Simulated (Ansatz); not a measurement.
# C2H8OSi2: the cost of one run

Method: functionals in def2-TZVPP, the program's frozen cores in correlated methods; program: Ansatz 0.2.0, Gaussian basis.

Plan: PBE-D4, r2SCAN-D4, PBE0-D4, B3LYP-D4, ωB97X-V, ωB97M-V, B2PLYP; CCSD(T)/def2-TZVPP; MP2/def2-QZVPP; extrapolation to the limit.

**1. The geometry**

The geometry comes from an earlier relaxation with PBE0-D4 in a triple-zeta def2 set; it is a stationary point, not always the lowest conformer.

SMILES `O[Si@H]1C[C@@H]1[SiH3]`, 13 atoms, charge 0, spin multiplicity 1.

Atoms are counted from 1 here; the program's logs count them from 0.

Bond lengths: O1–Si2 1.639 Å, O1–H6 0.958 Å, Si2–C3 1.825 Å, Si2–C4 1.835 Å, Si2–H7 1.471 Å, C3–C4 1.585 Å, C3–H8 1.087 Å, C3–H9 1.087 Å, C4–Si5 1.848 Å, C4–H10 1.090 Å, Si5–H11 1.488 Å, Si5–H12 1.491 Å, Si5–H13 1.490 Å. Angles: Si2–O1–H6 118.4°, O1–Si2–C3 123.3°, O1–Si2–C4 123.2°, O1–Si2–H7 107.3°, C3–Si2–C4 51.3°, C3–Si2–H7 121.9°, C4–Si2–H7 120.8°, Si2–C3–C4 64.7°, Si2–C3–H8 121.5°, Si2–C3–H9 120.0°, C4–C3–H8 116.1°, C4–C3–H9 114.6°, H8–C3–H9 111.6°, Si2–C4–C3 64.0°, Si2–C4–Si5 121.9°, Si2–C4–H10 116.5°, C3–C4–Si5 118.1°, C3–C4–H10 113.6° and more.

**2. PBE-D4 (GGA)**

Input file in.yaml:

```yaml
crystal:
  periodic: [false, false, false]
  atoms:
    - {symbol: O, position_ang: [-1.300485, 2.510418, -0.111163]}
    - {symbol: Si, position_ang: [-0.144112, 1.383170, 0.166254]}
    - {symbol: C, position_ang: [-0.377484, -0.035275, 1.290167]}
    - {symbol: C, position_ang: [-0.348319, -0.391110, -0.253984]}
    - {symbol: Si, position_ang: [1.056520, -1.411567, -0.887101]}
    - {symbol: H, position_ang: [-2.219119, 2.248604, -0.037840]}
    - {symbol: H, position_ang: [1.159670, 2.048352, 0.015014]}
    - {symbol: H, position_ang: [0.441086, -0.428037, 1.887780]}
    - {symbol: H, position_ang: [-1.337904, -0.194431, 1.773302]}
    - {symbol: H, position_ang: [-1.318030, -0.688595, -0.651873]}
    - {symbol: H, position_ang: [1.086852, -1.410760, -2.374815]}
    - {symbol: H, position_ang: [0.984338, -2.825259, -0.417946]}
    - {symbol: H, position_ang: [2.337385, -0.840211, -0.382893]}
basis:
  gaussian: {orbitals: def2-TZVPP}
hamiltonian: {xc: pbe, dispersion: d4}
output: {forces: true, orbitals: {seedname: orbitals}}
```

Run with:

```bash
ansatz run in.yaml --threads 4 --pin off --events-out ev --progress --plain --max-ram 10444MiB
```

What time and memory should one allow on 4 threads of Arm Neoverse V1, shared host?

About 3.9 s, with a peak of 0.43 GiB.
